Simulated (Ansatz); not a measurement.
**WO (septet): wave-function methods side by side, def2-SVP**

An exercise on one series of results from a longer session: the logs are not shown, and one member is left open.

Method: def2-SVP, core rule «outside noble gas», up to 5 orbitals frozen; program: Ansatz 0.2.0, Gaussian basis.

The runs, in order: UHF; CCSD(T) on ROHF; CCSD(T) on UHF; CISD as a restricted active space (open shells left free, so some higher excitations enter); CCSDT(Q) on ROHF; CCSDT(Q) on UHF; CASSCF and MRCISD+Q, 12 electrons in 10 orbitals; CASSCF and MRCISD+Q(relaxed), 12 electrons in 10 orbitals; CASSCF and NEVPT2, 12 electrons in 10 orbitals.

17 further runs of the same task are left out: 2 for a known fault of the program, 5 that didn't finish, 10 set aside as unsound or not needed. Runs told in other sessions of the task aren't counted.

## The geometry

The geometry is a PBE0/def2-TZVP stationary point (not a proven minimum). No spin-orbit coupling is included. Elements past krypton take def2 core potentials.

2 atoms, charge 0, spin multiplicity 7.

Atoms are counted from 1 here; the program's logs count them from 0.

Bond lengths: W1–O2 1.995 Å.

The first run:

Input file in.yaml:

```yaml
crystal:
  periodic: [false, false, false]
  atoms:
    - {symbol: W, position_ang: [0.000000, 0.000000, 0.000000]}
    - {symbol: O, position_ang: [0.000000, 0.000000, 1.994600]}
basis:
  gaussian: {orbitals: def2-SVP}
magnetization: {spin_polarized: true, initial_magnetization: 6}
hamiltonian: {xc: hf}
output: {orbitals: {seedname: orbitals}}
```

Run with:

```sh
$ ansatz run in.yaml --threads 1 --pin off --events-out ev --progress --plain --max-ram 2393MiB
```

Among the steps run: UHF; CCSD(T) on ROHF; CCSD(T) on UHF; CISD as a restricted active space (open shells left free, so some higher excitations enter); CCSDT(Q) on ROHF; CCSDT(Q) on UHF; CASSCF and MRCISD+Q, 12 electrons in 10 orbitals; CASSCF and MRCISD+Q(relaxed), 12 electrons in 10 orbitals; CASSCF and NEVPT2, 12 electrons in 10 orbitals.

One of the session's tables, all rows but one given; the rest of the session is left out.

| method | from RCCSDT(Q) (meV) |
| --- | --- |
| ROHF | +6434.8 |
| UHF | +6209.7 |
| RMP2 | +728.7 |
| UMP2 | +622.5 |
| RCCSD | +198.5 |
| UCCSD | +95.2 |
| RCCSD(T) | +39.5 |
| UCCSD(T) | -61.3 |
| RCCSDT | +10.1 |
| UCCSDT | -90.6 |
| RCCSDT(Q) | 0 |
| UCCSDT(Q) | -106.4 |
| CASSCF valence | +5814.5 |
| NEVPT2 valence | +1151.8 |
| MRCISD valence | +450.4 |
| MRCISD+Q valence | +76.6 |
| MRCISD+Q(relaxed) valence | ? |

Q: Estimate the row for MRCISD+Q(relaxed) valence from the others.

**Answer.** from RCCSDT(Q) (meV): +48.6. In the column «from RCCSDT(Q) (meV)» it lies between RCCSD(T) (+39.5) and MRCISD+Q valence (+76.6).

Not comparable, so not listed: CISD as a restricted active space (open shells left free, so some higher excitations enter) (they don't share determinant, frozen orbitals or solution with the rows shown, or repeat one).

Limits of these values: Restricted and unrestricted rows rest on different reference determinants; a gap between their highest levels can come from leftover correlation error, from unlike frozen cores or from another state.
